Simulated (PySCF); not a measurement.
# F³⁺: dipole response in dyall-acv3z

Aim: the static polarisability and the C₆ coefficient of F³⁺, method by method.

Method: unrestricted determinants in a Gaussian basis, no spin-orbit coupling in the energies. Code: PySCF 2.14.0.

## (1) The system

| Item | Value |
| --- | --- |
| Element | fluorine (Z = 9) |
| Basis | dyall-acv3z |
| Hamiltonian | the non-relativistic Hamiltonian (point nucleus) |
| State 1 | F³⁺: [He] 2s2 2p2, high-spin 3P determinant |
| Methods | UHF, PBE, PBE0, TPSSh, r2SCANh |

Outer shells as boxes (Hund's rule):

F3+ [He] 2s2 2p2
```
[He] core
2s [↑↓]
2p [↑ ][↑ ][  ]
```

One driver process ran all states and methods and kept the integrals in memory. Each run is shown as a PySCF script that sums up its settings (the driver passes frozen orbitals as a list and adds second-order terms of double hybrids); the logs are those of the runs themselves. The driver starts from symmetry-adapted Hartree-Fock orbitals, holds the occupation by maximum overlap and uses a logarithmic radial grid for functionals, so a plain start would take other cycles.

The integrals over 76 functions and the set-up took 0.42 s of CPU time.

## (2) F³⁺: the ladder of methods

**UHF**

Input file input.py:

```python
from pyscf import gto, scf, dft, mp, cc
import basis_set_exchange as bse
mol = gto.M(atom="F 0 0 0", charge=3, spin=2, symmetry="D2h",
            basis=gto.basis.parse(bse.get_basis("dyall-acv3z", elements=["F"], fmt="nwchem")))
mf = scf.UHF(mol)
mf.irrep_nelec = {'Ag': (2, 2), 'B1u': (1, 0), 'B2u': (1, 0)}
mf.kernel()
```

The log of the run:

```text
damping factor = 0
level_shift factor = 0
DIIS = <class 'pyscf.scf.diis.CDIIS'>
diis_start_cycle = 1
diis_space = 10
diis_damp = 0
SCF conv_tol = 1e-09
SCF conv_tol_grad = None
number electrons alpha = 4  beta = 2
cycle= 1 E= -95.3256029158667  delta_E= -0.00394  |g|= 0.0268  |ddm|= 0.0227
cycle= 2 E= -95.3257569663312  delta_E= -0.000154  |g|= 0.00545  |ddm|= 0.00485
cycle= 3 E= -95.3257642211999  delta_E= -7.25e-06  |g|= 0.000149  |ddm|= 0.00132
cycle= 4 E= -95.325764227035  delta_E= -5.84e-09  |g|= 5.33e-06  |ddm|= 3.99e-05
cycle= 5 E= -95.3257642270427  delta_E= -7.7e-12  |g|= 2.84e-07  |ddm|= 1.7e-06
converged SCF energy = -95.3257642270427  <S^2> = 2.0034423  2S+1 = 3.002294
```

CPU time 11 s on a shared host, the integrals not counted.

Orbital energies by shell (radii are means over both spins):

```tsv
shell	electrons	mean orbital energy (eV)	spread (eV)	rms radius (bohr)
1s α	1	-797.70	0	0.203
1s β	1	-794.01	0	0.203
2s α	1	-108.22	0	0.958
2s β	1	-96.088	0	0.958
2p α	2	-88.119	0	0.905
```

⟨S²⟩ = 2.003, ⟨L²⟩ = 2.01.

The driver then solved the coupled dipole response at imaginary frequencies: mean α = 0.9805 bohr³ (xx, yy, zz: 1.073, 0.9343, 0.9343), C₆ = 0.8706 au for a like pair.

**PBE**

input.py, as changed from the run before:

```diff
@@ -4,3 +4,3 @@
             basis=gto.basis.parse(bse.get_basis("dyall-acv3z", elements=["F"], fmt="nwchem")))
-mf = scf.UHF(mol)
+mf = dft.UKS(mol, xc="PBE")
 mf.irrep_nelec = {'Ag': (2, 2), 'B1u': (1, 0), 'B2u': (1, 0)}
```

The log of the run:

```text
damping factor = 0
level_shift factor = 0
DIIS = <class 'pyscf.scf.diis.CDIIS'>
diis_start_cycle = 1
diis_space = 10
diis_damp = 0
SCF conv_tol = 1e-09
SCF conv_tol_grad = None
number electrons alpha = 4  beta = 2
XC functionals = PBE
    J. P. Perdew, K. Burke, and M. Ernzerhof.,  Phys. Rev. Lett. 77, 3865 (1996)
    J. P. Perdew, K. Burke, and M. Ernzerhof.,  Phys. Rev. Lett. 78, 1396 (1997)
    J. P. Perdew, K. Burke, and M. Ernzerhof.,  Phys. Rev. Lett. 77, 3865 (1996)
    J. P. Perdew, K. Burke, and M. Ernzerhof.,  Phys. Rev. Lett. 78, 1396 (1997)
cycle= 1 E= -95.4149777545034  delta_E= -0.00515  |g|= 0.0106  |ddm|= 0.0529
cycle= 2 E= -95.4149916019359  delta_E= -1.38e-05  |g|= 0.000813  |ddm|= 0.00192
cycle= 3 E= -95.4149917197293  delta_E= -1.18e-07  |g|= 4.73e-05  |ddm|= 0.000182
cycle= 4 E= -95.4149917200878  delta_E= -3.59e-10  |g|= 3.28e-06  |ddm|= 1.12e-05
converged SCF energy = -95.4149917200878  <S^2> = 2.0010386  2S+1 = 3.0006923
```

CPU time 5.8 s on a shared host, the integrals not counted.

The driver then solved the coupled dipole response at imaginary frequencies: mean α = 0.9415 bohr³ (xx, yy, zz: 1.039, 0.8926, 0.8926), C₆ = 0.8502 au for a like pair.

**PBE0**

input.py, as changed from the run before:

```diff
@@ -4,3 +4,3 @@
             basis=gto.basis.parse(bse.get_basis("dyall-acv3z", elements=["F"], fmt="nwchem")))
-mf = dft.UKS(mol, xc="PBE")
+mf = dft.UKS(mol, xc="PBE0")
 mf.irrep_nelec = {'Ag': (2, 2), 'B1u': (1, 0), 'B2u': (1, 0)}
```

The log of the run:

```text
damping factor = 0
level_shift factor = 0
DIIS = <class 'pyscf.scf.diis.CDIIS'>
diis_start_cycle = 1
diis_space = 10
diis_damp = 0
SCF conv_tol = 1e-09
SCF conv_tol_grad = None
number electrons alpha = 4  beta = 2
XC functionals = PBE0
    C. Adamo and V. Barone.,  J. Chem. Phys. 110, 6158 (1999)
    M. Ernzerhof and G. E. Scuseria.,  J. Chem. Phys. 110, 5029 (1999)
cycle= 1 E= -95.4320583113571  delta_E= -0.00382  |g|= 0.0128  |ddm|= 0.0417
cycle= 2 E= -95.4320882554999  delta_E= -2.99e-05  |g|= 0.00144  |ddm|= 0.00305
cycle= 3 E= -95.432088714919  delta_E= -4.59e-07  |g|= 6.46e-05  |ddm|= 0.000415
cycle= 4 E= -95.4320887156584  delta_E= -7.39e-10  |g|= 1.07e-05  |ddm|= 2.07e-05
converged SCF energy = -95.4320887156584  <S^2> = 2.0014259  2S+1 = 3.0009504
```

CPU time 15 s on a shared host, the integrals not counted.

The driver then solved the coupled dipole response at imaginary frequencies: mean α = 0.9450 bohr³ (xx, yy, zz: 1.043, 0.8960, 0.8960), C₆ = 0.8502 au for a like pair.

**TPSSh**

input.py, as changed from the run before:

```diff
@@ -4,3 +4,3 @@
             basis=gto.basis.parse(bse.get_basis("dyall-acv3z", elements=["F"], fmt="nwchem")))
-mf = dft.UKS(mol, xc="PBE0")
+mf = dft.UKS(mol, xc="TPSSH")
 mf.irrep_nelec = {'Ag': (2, 2), 'B1u': (1, 0), 'B2u': (1, 0)}
```

The log of the run:

```text
damping factor = 0
level_shift factor = 0
DIIS = <class 'pyscf.scf.diis.CDIIS'>
diis_start_cycle = 1
diis_space = 10
diis_damp = 0
SCF conv_tol = 1e-09
SCF conv_tol_grad = None
number electrons alpha = 4  beta = 2
XC functionals = TPSSH
    V. N. Staroverov, G. E. Scuseria, J. Tao, and J. P. Perdew.,  J. Chem. Phys. 119, 12129 (2003)
cycle= 1 E= -95.5215425482446  delta_E= -0.00325  |g|= 0.0124  |ddm|= 0.047
cycle= 2 E= -95.521568721279  delta_E= -2.62e-05  |g|= 0.00139  |ddm|= 0.00284
cycle= 3 E= -95.5215690815139  delta_E= -3.6e-07  |g|= 0.000184  |ddm|= 0.000389
cycle= 4 E= -95.521569086305  delta_E= -4.79e-09  |g|= 7.46e-06  |ddm|= 4.97e-05
cycle= 5 E= -95.5215690863131  delta_E= -8.13e-12  |g|= 1.34e-07  |ddm|= 1.96e-06
converged SCF energy = -95.5215690863131  <S^2> = 2.0015135  2S+1 = 3.0010088
```

CPU time 26 s on a shared host, the integrals not counted.

The driver then solved the coupled dipole response at imaginary frequencies: mean α = 0.9572 bohr³ (xx, yy, zz: 1.054, 0.9087, 0.9087), C₆ = 0.8718 au for a like pair.

**r2SCANh**

input.py, as changed from the run before:

```diff
@@ -4,3 +4,3 @@
             basis=gto.basis.parse(bse.get_basis("dyall-acv3z", elements=["F"], fmt="nwchem")))
-mf = dft.UKS(mol, xc="TPSSH")
+mf = dft.UKS(mol, xc="HYB_MGGA_XC_R2SCANH")
 mf.irrep_nelec = {'Ag': (2, 2), 'B1u': (1, 0), 'B2u': (1, 0)}
```

The log of the run:

```text
damping factor = 0
level_shift factor = 0
DIIS = <class 'pyscf.scf.diis.CDIIS'>
diis_start_cycle = 1
diis_space = 10
diis_damp = 0
SCF conv_tol = 1e-09
SCF conv_tol_grad = None
number electrons alpha = 4  beta = 2
XC functionals = HYB_MGGA_XC_R2SCANH
    M. Bursch, H. Neugebauer, S. Ehlert, and S. Grimme.,  J. Chem. Phys. 156, 134105 (2022)
cycle= 1 E= -95.4777051310488  delta_E= -0.00412  |g|= 0.0155  |ddm|= 0.0321
cycle= 2 E= -95.4777497541459  delta_E= -4.46e-05  |g|= 0.00185  |ddm|= 0.00335
cycle= 3 E= -95.477750504336  delta_E= -7.5e-07  |g|= 9.27e-05  |ddm|= 0.00048
cycle= 4 E= -95.4777505055339  delta_E= -1.2e-09  |g|= 1.27e-05  |ddm|= 2.67e-05
cycle= 5 E= -95.4777505055541  delta_E= -2.02e-11  |g|= 3.57e-07  |ddm|= 3.33e-06
converged SCF energy = -95.4777505055541  <S^2> = 2.0022444  2S+1 = 3.0014959
```

It used 25 s of CPU time after the integrals (shared host).

The driver then solved the coupled dipole response at imaginary frequencies: mean α = 0.9790 bohr³ (xx, yy, zz: 1.074, 0.9313, 0.9313), C₆ = 0.8987 au for a like pair.

Radial density 4πr²ρ of F³⁺ at UHF:

```tsv
r (bohr)	density	spin density
0.00232	0.0295	0.000
0.00390	0.0812	0.000
0.00656	0.219	0.000
0.0110	0.572	0.000
0.0186	1.41	0.001
0.0312	3.19	0.002
0.0525	6.17	0.009
0.0883	9.24	0.044
0.149	9.12	0.203
0.250	5.03	0.755
0.420	3.53	1.856
0.707	4.73	2.287
1.19	2.12	0.921
2.00	0.152	0.063
3.36	0.000540	0.000
```

## (3) Polarisabilities and C₆

F³⁺, in atomic units:

```tsv
method	mean α	C₆ (like pair)	S(−4)
UHF	0.9805	0.8706	1.354
PBE	0.9415	0.8502	1.067
PBE0	0.9450	0.8502	1.100
TPSSh	0.9572	0.8718	1.110
r2SCANh	0.9790	0.8987	1.212
```

α(iu) at r2SCANh:

```tsv
u (hartree)	α(iu) (bohr³)
0	0.9790
0.0500	0.9760
0.100	0.9672
0.200	0.9345
0.300	0.8878
0.500	0.7781
0.750	0.6498
1.00	0.5477
1.50	0.4075
2.00	0.3174
3.00	0.2078
5.00	0.1067
```

## (4) Summary of results

```
quantity                               value
α of F³⁺  0.9415 (PBE) to 0.9805 (UHF) bohr³
```

**Reading.** A single London oscillator with the computed α and C₆ of F³⁺ at UHF would have ω = 4 C₆ / (3 α²) = 1.21 hartree. All values hold for this basis alone; no basis-set limit was taken.
